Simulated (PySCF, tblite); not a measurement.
**C2H6GeN2: geometry, infrared bands, NMR shifts and spin-spin couplings**

Aim: predict the infrared bands, NMR shifts and spin-spin couplings of C2H6GeN2 (`[H]/N=[CH]\[GeH2][N]=C`).

Computed with tblite 0.8.0 and PySCF 2.14.0, with density-fitted response routines of our own, on a single molecule in the gas phase. Atoms are numbered from 0 throughout.

**1. Starting geometry**

11 atoms, charge 0, multiplicity 1; geometry from: force field or distance geometry start.

Bonds of the start (Å): C0–N1 1.27, N1–Ge2 1.82, Ge2–C3 1.94, C3–N4 1.29, C0–H5 1.09, C0–H6 1.07, Ge2–H7 1.56, Ge2–H8 1.54, C3–H9 1.11, N4–H10 1.03.

**2. Relaxing the molecule with GFN2-xTB**

Job settings and geometry (Å):

```
{"job": {"kind": "relax", "xc": "GFN2-xTB", "basis": "xTB"}, "charge": 0, "multiplicity": 1}
C      2.196500    -0.446100     0.526900
N      1.169200     0.277300     0.737800
Ge    -0.116900     0.715600    -0.477700
C     -1.806400     0.209900     0.322900
N     -2.417000    -0.873200    -0.037300
H      2.863700    -0.612400     1.377300
H      2.457100    -0.900900    -0.402600
H     -0.104200     2.276400    -0.589700
H      0.066800     0.012400    -1.838500
H     -2.228700     0.847200     1.125700
H     -2.074800    -1.503600    -0.770700
```

Launch:

```sh
OMP_NUM_THREADS=1 python probes_run.py task.json out
```

One launch serves the whole session: the jobs run in the order shown.

The log of the run:

```text
step      E/eV     max force
  0    -408.33178    2.912
  1    -408.42879    2.871
  2    -408.52579    0.854
  3    -408.57464    0.526
  4    -408.59256    0.338
  5    -408.59732    0.226
  6    -408.60049    0.181
  7    -408.60273    0.202
  8    -408.60588    0.237
  9    -408.60955    0.239
 10    -408.61125    0.123
 11    -408.61192    0.070
 12    -408.61253    0.099
 13    -408.61357    0.121
 14    -408.61473    0.140
 15    -408.61564    0.095
 16    -408.61620    0.082
 17    -408.61664    0.074
 18    -408.61722    0.096
 19    -408.61798    0.124
 20    -408.61873    0.116
 21    -408.61936    0.088
 22    -408.62000    0.080
 23    -408.62088    0.110
 24    -408.62205    0.138
 25    -408.62317    0.115
 26    -408.62384    0.058
 27    -408.62417    0.049
 28    -408.62442    0.060
 29    -408.62478    0.076
 30    -408.62524    0.070
 31    -408.62577    0.070
 32    -408.62631    0.072
 33    -408.62697    0.119
 34    -408.62784    0.151
 35    -408.62877    0.130
 36    -408.62948    0.079
 37    -408.62994    0.060
 38    -408.63031    0.067
 39    -408.63074    0.092
 40    -408.63123    0.078
 41    -408.63168    0.060
 42    -408.63209    0.076
 43    -408.63254    0.110
 44    -408.63330    0.144
 45    -408.63487    0.149
 46    -408.63662    0.104
 47    -408.63764    0.072
 48    -408.63838    0.061
 49    -408.63881    0.064
 50    -408.63893    0.067
 51    -408.63917    0.037
 52    -408.63929    0.036
 53    -408.63956    0.043
 54    -408.63970    0.050
 55    -408.63992    0.040
 56    -408.64006    0.039
 57    -408.64017    0.034
 58    -408.64028    0.038
 59    -408.64043    0.044
 60    -408.64065    0.037
 61    -408.64096    0.044
 62    -408.64132    0.056
 63    -408.64172    0.059
 64    -408.64220    0.067
 65    -408.64279    0.058
 66    -408.64344    0.059
 67    -408.64398    0.059
 68    -408.64431    0.074
 69    -408.64449    0.030
 70    -408.64463    0.049
 71    -408.64476    0.030
 72    -408.64502    0.040
 73    -408.64517    0.038
 74    -408.64533    0.034
 75    -408.64546    0.040
 76    -408.64565    0.042
 77    -408.64586    0.047
 78    -408.64598    0.058
 79    -408.64609    0.054
 80    -408.64615    0.027
 81    -408.64621    0.016
 82    -408.64627    0.018
 83    -408.64639    0.024
 84    -408.64648    0.029
 85    -408.64659    0.034
 86    -408.64673    0.033
 87    -408.64694    0.042
 88    -408.64712    0.023
 89    -408.64717    0.017
 90    -408.64718    0.008
```

Wall time 0.38 s (1 thread of Intel Xeon Platinum 8375C at 2.90GHz, shared host).

Step by step: (not every step is listed)

| step | energy from step 0 (eV) | largest force (eV/Å) |
| --- | --- | --- |
| 0 | 0.0000 | 2.9117 |
| 1 | -0.0970 | 2.8712 |
| 2 | -0.1940 | 0.8539 |
| 3 | -0.2429 | 0.5257 |
| 4 | -0.2608 | 0.3380 |
| 5 | -0.2655 | 0.2261 |
| 6 | -0.2687 | 0.1807 |
| 7 | -0.2710 | 0.2016 |
| 8 | -0.2741 | 0.2366 |
| 15 | -0.2839 | 0.0951 |
| 22 | -0.2882 | 0.0804 |
| 29 | -0.2930 | 0.0757 |
| 36 | -0.2977 | 0.0792 |
| 43 | -0.3008 | 0.1099 |
| 50 | -0.3072 | 0.0668 |
| 57 | -0.3084 | 0.0343 |
| 64 | -0.3104 | 0.0667 |
| 71 | -0.3130 | 0.0302 |
| 78 | -0.3142 | 0.0578 |
| 85 | -0.3148 | 0.0342 |
| 86 | -0.3150 | 0.0328 |
| 87 | -0.3152 | 0.0418 |
| 88 | -0.3153 | 0.0229 |
| 89 | -0.3154 | 0.0171 |
| 90 | -0.3154 | 0.0082 |

Distances of close pairs at the start and the end, largest changes first:

| bond | before (Å) | after (Å) | change (Å) |
| --- | --- | --- | --- |
| Ge2–H7 | 1.565 | 1.502 | -0.063 |
| Ge2–C3 | 1.937 | 1.987 | +0.050 |
| C3–N4 | 1.294 | 1.250 | -0.044 |
| C0–H6 | 1.067 | 1.094 | +0.027 |
| C0–N1 | 1.274 | 1.251 | -0.023 |
| C3–H9 | 1.109 | 1.089 | -0.020 |
| Ge2–H8 | 1.543 | 1.527 | -0.016 |
| C0–H5 | 1.094 | 1.088 | -0.005 |

The final coordinates are the input of the step that follows.

**3. Infrared spectrum with GFN2-xTB**

Job settings and geometry (Å):

```
{"job": {"kind": "ir", "xc": "GFN2-xTB", "basis": "xTB"}, "charge": 0, "multiplicity": 1}
C      2.275145    -0.324693     0.635654
N      1.235844     0.371941     0.647926
Ge    -0.103017     0.599530    -0.567160
C     -1.744898    -0.014938     0.367606
N     -2.698383    -0.687690    -0.081109
H      2.925734    -0.319455     1.508233
H      2.605021    -0.955701    -0.195058
H     -0.107728     2.088800    -0.764678
H      0.054497    -0.073846    -1.928644
H     -1.821217     0.281713     1.412371
H     -2.615575    -0.962991    -1.061104
```

The log of the run:

```text
mode    cm-1     km/mol
  1      49.9      1.07
  2      97.4      0.24
  3     131.6     15.00
  4     221.7     15.34
  5     270.2     18.40
  6     395.6     63.25
  7     452.3      5.72
  8     502.9     43.11
  9     539.4     50.31
 10     606.7     21.95
 11     631.1    144.63
 12     687.9    154.38
 13     798.9    198.59
 14     994.1     14.31
 15    1092.2     47.47
 16    1137.0     10.56
 17    1145.0    105.23
 18    1320.9    130.29
 19    1446.1      3.50
 20    1696.5    193.56
 21    1718.9     79.96
 22    1787.1    386.10
 23    1985.6    409.37
 24    2863.8     83.79
 25    2951.8     47.35
 26    2959.8     55.25
 27    3271.3     17.48
```

Run time: 0.25 s. Hardware: 1 thread of Intel Xeon Platinum 8375C at 2.90GHz, shared host.

The strongest bands and the atoms that carry them (share of the mass-weighted mode):

| cm⁻¹ | km/mol | atoms |
| --- | --- | --- |
| 631 | 144.6 | H8 35 %, C3 22 %, H10 11 % |
| 688 | 154.4 | H7 63 %, C3 11 % |
| 799 | 198.6 | H7 51 %, H8 46 % |
| 1145 | 105.2 | H10 48 %, H9 42 % |
| 1321 | 130.3 | H9 46 %, H10 33 %, C3 11 %, N4 10 % |
| 1696 | 193.6 | C3 48 %, N4 39 % |
| 1787 | 386.1 | H8 87 % |
| 1986 | 409.4 | H7 96 % |

**4. NMR shieldings: PBE0/pcSseg-1**

Same as in step 3 but for these lines:

```diff
@@ -1,2 +1,2 @@
-{"job": {"kind": "ir", "xc": "GFN2-xTB", "basis": "xTB"}, "charge": 0, "multiplicity": 1}
+{"job": {"kind": "nmr", "xc": "PBE0", "basis": "pcSseg-1"}, "charge": 0, "multiplicity": 1}
 C      2.275145    -0.324693     0.635654
```

Method: GIAO PBE0/pcSseg-1 NMR shielding, non-relativistic, gas phase.

The log of the run:

```text
coarse grid: 42848 points
cycle   1  E = -2265.4511566925  dE = -1.866e-01  |g| = 9.414e-01  |ddm| = 3.114e+00
cycle   2  E = -2265.3380683623  dE =  1.131e-01  |g| = 1.158e+00  |ddm| = 1.226e+00
cycle   3  E = -2265.5228421317  dE = -1.848e-01  |g| = 2.458e-01  |ddm| = 8.946e-01
cycle   4  E = -2265.5348596688  dE = -1.202e-02  |g| = 7.555e-02  |ddm| = 1.771e-01
cycle   5  E = -2265.5357700163  dE = -9.103e-04  |g| = 9.957e-03  |ddm| = 5.440e-02
cycle   6  E = -2265.5357853109  dE = -1.529e-05  |g| = 6.969e-03  |ddm| = 1.301e-02
cycle   7  E = -2265.5357956606  dE = -1.035e-05  |g| = 1.387e-03  |ddm| = 4.729e-03
cycle   8  E = -2265.5357960962  dE = -4.356e-07  |g| = 3.132e-04  |ddm| = 1.206e-03
final grid: 89672 points
cycle   9  E = -2265.5358114536  dE =  1.776e-09  |g| = 4.501e-04  |ddm| = 1.188e-03
cycle  10  E = -2265.5358113546  dE =  9.901e-08  |g| = 8.126e-04  |ddm| = 1.011e-03
cycle  11  E = -2265.5358114966  dE = -1.421e-07  |g| = 9.736e-05  |ddm| = 6.256e-04
cycle  12  E = -2265.5358114985  dE = -1.914e-09  |g| = 8.417e-06  |ddm| = 6.024e-05
cycle  13  E = -2265.5358114986  dE = -3.183e-11  |g| = 6.655e-06  |ddm| = 1.201e-05
converged SCF energy = -2265.5358114986

GIAO shielding tensors (ppm)
atom      isotropic    diamagn.    paramagn.     s11        s22        s33       span
  0 C       13.201     252.713    -239.511    -85.072      2.381    122.295    207.366
  1 N     -158.861     332.021    -490.883   -586.026   -176.808    286.250    872.276
  2 Ge    1447.646    2756.903   -1309.257   1305.487   1478.868   1558.582    253.095
  3 C        1.391     255.815    -254.425   -110.444     -9.715    124.332    234.777
  4 N     -171.338     321.851    -493.189   -624.162   -125.707    235.855    860.018
  5 H       22.774      28.426      -5.653     21.561     22.523     24.239      2.678
  6 H       22.982      30.407      -7.424     20.836     21.719     26.392      5.556
  7 H       26.489      29.047      -2.558     21.025     21.719     36.722     15.697
  8 H       26.812      29.796      -2.985     21.674     21.958     36.802     15.128
  9 H       22.336      29.741      -7.405     18.039     21.269     27.700      9.661
 10 H       18.649      33.957     -15.308      4.537     24.688     26.723     22.186
```

Wall time 14 s (1 thread of Intel Xeon Platinum 8375C at 2.90GHz, shared host); peak memory 0.72 GiB.

Shifts follow as δ = σ(reference) − σ, with reference shieldings (ppm) from runs at the same level and on the same kind of geometry: 1H TMS 31.72, 13C TMS 186.9, 15N NH3 267.7, 73Ge GeMe4 1331. The references are single molecules in the gas phase, so shifts against H2O, NH3, PH3, H3PO4 or CFCl3 are not on the usual liquid scales and can be off by tens of ppm. Atoms listed in one row are averaged.

| atoms | environment | σ (ppm) | δ (ppm) |
| --- | --- | --- | --- |
| C3 | carbon bonded to Ge, N, H | 1.4 | 185.5 |
| C0 | carbon bonded to N, 2 H | 13.2 | 173.7 |
| H10 | hydrogen on a nitrogen bonded to C | 18.65 | 13.07 |
| H9 | hydrogen on a carbon bonded to Ge, N | 22.34 | 9.38 |
| H5 | hydrogen on a carbon bonded to N | 22.77 | 8.94 |
| H6 | hydrogen on a carbon bonded to N | 22.98 | 8.73 |
| H7, H8 | hydrogen on a germanium bonded to C, N | 26.65 | 5.07 |
| N4 | nitrogen bonded to C, H | -171.3 | 439.1 |
| N1 | nitrogen bonded to C, Ge | -158.9 | 426.6 |
| Ge2 | germanium bonded to C, N, 2 H | 1448 | -117 |

Charges from the same density, by scheme (e):

| atoms | Mulliken | IAO | Hirshfeld | ESP fit |
| --- | --- | --- | --- | --- |
| C0 | 0.05 | -0.08 | 0.02 | 0.31 |
| N1 | -0.63 | -0.48 | -0.24 | -0.59 |
| Ge2 | 0.64 | 0.70 | 0.36 | 0.53 |
| C3 | -0.22 | -0.19 | -0.03 | 0.15 |
| N4 | -0.31 | -0.38 | -0.22 | -0.64 |

Mayer bond orders: C0–N1 1.95, N1–Ge2 0.87, Ge2–C3 0.85, C3–N4 2.00.

**5. Indirect couplings: B3LYP/pcSseg-1+pcJ-1**

Same as in step 4 but for these lines:

```diff
@@ -1,2 +1,2 @@
-{"job": {"kind": "nmr", "xc": "PBE0", "basis": "pcSseg-1"}, "charge": 0, "multiplicity": 1}
+{"job": {"kind": "j", "xc": "B3LYP", "basis": "pcJ-1"}, "charge": 0, "multiplicity": 1}
 C      2.275145    -0.324693     0.635654
```

Level: B3LYP/pcJ-1 Ge:pcSseg-1 indirect spin-spin coupling, non-relativistic, gas phase.

The log of the run:

```text
coarse grid: 42848 points
cycle   1  E = -2266.0094044893  dE = -2.011e-01  |g| = 1.028e+00  |ddm| = 2.938e+00
cycle   2  E = -2265.8289430280  dE =  1.805e-01  |g| = 1.363e+00  |ddm| = 1.494e+00
cycle   3  E = -2266.0915236486  dE = -2.626e-01  |g| = 3.152e-01  |ddm| = 1.133e+00
cycle   4  E = -2266.1107909219  dE = -1.927e-02  |g| = 9.043e-02  |ddm| = 2.211e-01
cycle   5  E = -2266.1120753313  dE = -1.284e-03  |g| = 1.688e-02  |ddm| = 7.086e-02
cycle   6  E = -2266.1121293527  dE = -5.402e-05  |g| = 9.996e-03  |ddm| = 1.955e-02
cycle   7  E = -2266.1121494162  dE = -2.006e-05  |g| = 2.138e-03  |ddm| = 6.703e-03
cycle   8  E = -2266.1121504451  dE = -1.029e-06  |g| = 4.347e-04  |ddm| = 1.818e-03
final grid: 89672 points
cycle   9  E = -2266.1121539385  dE =  3.295e-08  |g| = 7.073e-04  |ddm| = 1.509e-03
cycle  10  E = -2266.1121536203  dE =  3.182e-07  |g| = 1.415e-03  |ddm| = 1.682e-03
cycle  11  E = -2266.1121540405  dE = -4.203e-07  |g| = 1.762e-04  |ddm| = 1.066e-03
cycle  12  E = -2266.1121540462  dE = -5.710e-09  |g| = 1.358e-05  |ddm| = 1.062e-04
cycle  13  E = -2266.1121540463  dE = -3.638e-11  |g| = 4.919e-06  |ddm| = 1.924e-05
converged SCF energy = -2266.1121540463

Indirect spin-spin couplings (Hz)
  i      j    bonds     total        FC       PSO       DSO        SD
  0 C    1 N    1     -8.341   -15.044     8.658    -0.084    -1.871
  0 C    3 C    3      2.423     2.429     0.068    -0.074         -
  0 C    5 H    1    184.126   183.760    -0.362     0.727         -
  0 C    6 H    1    164.226   163.812    -0.380     0.794         -
  0 C    7 H    3      6.190     6.519     0.281    -0.609         -
  0 C    8 H    3      1.351     1.627    -0.044    -0.231         -
  0 C   10 H    5      0.210     0.335     0.133    -0.258         -
  1 N    3 C    2     -3.803    -3.930     0.064     0.008     0.055
  1 N    4 N    3     -0.312    -0.267     0.038    -0.016    -0.067
  1 N    5 H    2    -12.800   -14.175     1.456     0.146    -0.228
  1 N    6 H    2      2.704     1.498     1.279     0.179    -0.252
  1 N    7 H    2     -7.421    -7.770     0.183     0.156     0.010
  1 N    8 H    2      2.267     1.872     0.005     0.379     0.010
  1 N    9 H    3      0.388     0.363     0.074    -0.062     0.014
  3 C    4 N    1     -3.402   -11.267     9.530    -0.064    -1.601
  3 C    5 H    4     -0.764    -0.688     0.151    -0.227         -
  3 C    6 H    4     -0.926    -0.766     0.106    -0.266         -
  3 C    7 H    2      6.901     7.438     0.023    -0.560         -
  3 C    8 H    2     13.195    13.810    -0.035    -0.581         -
  3 C    9 H    1    182.994   182.458    -0.649     1.185         -
  3 C   10 H    2     -8.996    -5.837    -2.599    -0.559         -
  4 N    7 H    3     -0.461    -0.547    -0.107     0.229    -0.035
  4 N    8 H    3     -1.485    -1.543    -0.014     0.059     0.013
  4 N    9 H    2    -11.802   -13.498     1.648     0.180    -0.132
  4 N   10 H    1    -49.460   -48.916    -0.318    -0.255     0.029
  5 H    6 H    2     21.789    21.407     3.464    -3.082         -
  5 H    7 H    4     -2.169    -1.557     1.081    -1.693         -
  5 H    8 H    4      1.457     2.038     1.197    -1.777         -
  5 H   10 H    6     -0.401    -0.082     0.709    -1.028         -
  6 H    7 H    4     -3.075    -1.821     0.882    -2.136         -
  6 H    8 H    4      3.035     2.678    -0.529     0.886         -
  6 H    9 H    5     -0.349     0.020     0.759    -1.128         -
  6 H   10 H    6     -0.420    -0.101     0.164    -0.483         -
  7 H    8 H    2     18.647    21.958     1.038    -4.349         -
  7 H    9 H    3     -0.993    -0.239     0.538    -1.292         -
  7 H   10 H    4     -1.958    -0.679     0.608    -1.886         -
  8 H    9 H    3      7.152     9.271     1.630    -3.749         -
  8 H   10 H    4      1.708     1.074    -1.070     1.705         -
  9 H   10 H    3     30.733    31.249     3.435    -3.950         -
```

It took 30 s on 1 thread of Intel Xeon Platinum 8375C at 2.90GHz, shared host; peak memory 1 GiB.

Couplings of 1 Hz or more, nine at most for each number of bonds, with means over like pairs (isotopes 13C, 1H, 15N):

| pair | bonds | J (Hz) | Fermi contact (Hz) | dihedral (°) |
| --- | --- | --- | --- | --- |
| C0–H5 | 1 | 184.1 | 183.8 | – |
| C3–H9 | 1 | 183.0 | 182.5 | – |
| C0–H6 | 1 | 164.2 | 163.8 | – |
| N4–H10 | 1 | -49.5 | -48.9 | – |
| C0–N1 | 1 | -8.3 | -15.0 | – |
| C3–N4 | 1 | -3.4 | -11.3 | – |
| H5–H6 | 2 | 21.8 | 21.4 | – |
| H7–H8 | 2 | 18.6 | 22.0 | – |
| N1–H5 | 2 | -12.8 | -14.2 | – |
| N4–H9 | 2 | -11.8 | -13.5 | – |
| C3–H7 | 2 | 10.0 | 10.6 | – |
| C3–H10 | 2 | -9.0 | -5.8 | – |
| N1–C3 | 2 | -3.8 | -3.9 | – |
| N1–H6 | 2 | 2.7 | 1.5 | – |
| N1–H7 | 2 | -2.6 | -2.9 | – |
| H9–H10 | 3 | 30.7 | 31.2 | -180 |
| C0–H7 | 3 | 3.8 | 4.1 | – |
| H7–H9 | 3 | 3.1 | 4.5 | – |
| C0–C3 | 3 | 2.4 | 2.4 | 119 |

The spin-dipole term was solved for some atoms only; pairs without it lack that part.

The response was solved for the nuclei of C, H, N alone, so couplings that need other nuclei can be missing.

Quadrupole couplings from the field gradients of the same density:

| atom | isotope | eQq/h (MHz) | η |
| --- | --- | --- | --- |
| Ge2 | 73Ge | -33.0 | 0.73 |
| N4 | 14N | -5.101 | 0.53 |
| N1 | 14N | -5.099 | 0.67 |

**6. Summary of results**

| quantity | value |
| --- | --- |
| strongest single infrared mode (GFN2-xTB) | 1986 cm⁻¹, 409 km/mol |
| zero-point energy (GFN2-xTB) | 45.4 kcal/mol |
| 13C shifts against TMS (PBE0/pcSseg-1) | 185.5, 173.7 ppm |
| 1H shifts against TMS (PBE0/pcSseg-1, means over atoms taken as alike) | 13.07, 9.38, 8.94, 8.73, 5.07 ppm |
| 15N shifts against NH3 (PBE0/pcSseg-1) | 439.1, 426.6 ppm |
| 73Ge shifts against GeMe4 (PBE0/pcSseg-1) | -117 ppm |
| largest coupling of the table (B3LYP/pcSseg-1+pcJ-1) | 1J(C,H) C0–H5, 184.1 Hz |

In words: Relaxing lowered the energy by 0.315 eV in 90 steps; the close pair that moved most is Ge2–H7, from 1.565 to 1.502 Å. No mode is imaginary among the 27: a minimum at this level. The strongest single mode, at 1986 cm⁻¹, moves mainly H7. Unscaled tight-binding wavenumbers are off by several per cent, some by more. Its intensities can rank the bands wrongly. In the run at B3LYP/pcSseg-1+pcJ-1, the largest coupling of the table is C0–H5, 184.1 Hz, of which the Fermi-contact term gives 183.8 Hz. Couplings across rotatable bonds belong to this one conformer; where others are populated, the observed values are averages. Spin-orbit coupling is left out, which matters for shieldings and couplings at and beside the heavy atoms.
